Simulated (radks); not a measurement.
# Br²⁺ in [Ar] 3d10 4s2 4p2 5s1: an all-electron calculation

Wanted: eigenvalues, radial structure and energy terms of the bromine ion Br2+.

Method: scalar-relativistic Kohn-Sham, PBE, spin-polarised, spherical densities, point nucleus; open shells are filled with parallel spins first. Code: radks (a radial shooting solver on a logarithmic mesh, Libxc functionals) version 1.

## (1) What is computed

- element: bromine (Z = 35)
- charge: +2
- electrons: 33
- configuration: [Ar] 3d10 4s2 4p2 5s1

Outer shells as boxes (Hund's rule):

Br²⁺
```
[Ar] core
3d [↑↓][↑↓][↑↓][↑↓][↑↓]
4s [↑↓]
4p [↑ ][↑ ][  ]
5s [↑ ]
```

## (2) Self-consistent calculation

The run's settings:

```text
Z 35
configuration [Ar] 3d10 4s2 4p2 5s1
relativity scalar-relativistic
functional pbe,pbe
spin polarised
nucleus point
c 137.035999084
```

Q: Predict the outcome of this run.

As calculated:

```
                        quantity                   value
                    total energy     -2604.54473 hartree
exchange-correlation share of it                  3.50 %
                            −T/E                  1.0217
          highest occupied level       5s up, -14.610 eV
    most extended occupied level  5s up, <r> = 3.73 bohr
 radius at density 0.001 e/bohr³               4.50 bohr
    maxima of the radial density                       3
```

**Reading.** The radial density shows 3 maxima for 5 occupied principal shells; where shells overlap, one shows as a shoulder or not at all. −T/E is 1.022: with relativity the kinetic term as defined here no longer equals −E. This is not the tabulated ground configuration, so its levels and sizes aren't those of the ground state, and no measured value stands beside it.
